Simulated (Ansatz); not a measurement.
CuO2:

```xyz
6
Lattice="1.4126 -5.2107 0.0000 1.4126 5.2107 0.0000 0.0000 0.0000 4.3434" Properties=species:S:1:pos:R:3 pbc="T T T"
Cu    1.4126    3.4677    3.2576
Cu    1.4126   -3.4677    1.0859
O     1.4126   -3.0115    3.2576
O     1.4126    3.0115    1.0859
O     1.4126   -0.5366    3.2576
O     1.4126    0.5366    1.0859
```

The cell comes from a database or a generator and needn't be the stable form of this composition.

| Property | Result |
| --- | --- |
| Program | Ansatz 0.2.0 |
| Task | single point |
| Functional | PBE |
| Potentials or basis | Ansatz PAW |
| Cutoff | 420 eV (not typed: the program's choice for these potentials) |
| k mesh | 10 × 10 × 6 |
| Occupations | fermi-dirac, width 0.05 eV |
| Spin | no spin polarisation |

On this cell: pressure -1.7 GPa; largest force 0.249 eV/Å; band gap on the k mesh none (metal or under the smearing width).

The same run follows on a disturbed copy (atoms moved at random, drawn with an rms of 0.05 Å):

```
Cu O
1.0
     1.41261   -5.21075    0.00000
     1.41261    5.21075    0.00000
     0.00000    0.00000    4.34342
Cu O
2 4
Direct
  0.15974 0.81686 0.75384
  0.83354 0.16394 0.25433
  0.81198 0.22952 0.75555
  0.19162 0.77231 0.26271
  0.53789 0.42786 0.75115
  0.44401 0.55108 0.25154
```

Question: What changes?

Answer: The energy (extrapolated to zero smearing) moves by +14.4 meV/atom; pressure -0.5 GPa; largest force 0.995 eV/Å; band gap on the k mesh none (metal or under the smearing width).

Forces in eV/Å, atoms in the order of the input:
```
Cu   0.783  0.614 -0.004
Cu  -0.429  0.791  0.056
O   -0.965 -0.131  0.125
O    0.459 -0.603 -0.227
O    0.070 -0.191  0.067
O    0.082 -0.480 -0.017
```

Stress tensor (GPa, compression positive):
```
-1.33  3.46 -0.02
 3.46  0.25 -0.15
-0.02 -0.15 -0.33
```

Caveats: the run has no spin polarisation, though such a crystal can be magnetic; semilocal functionals often make such compounds metallic where correlation or magnetic order opens a gap, which also shifts bond lengths.
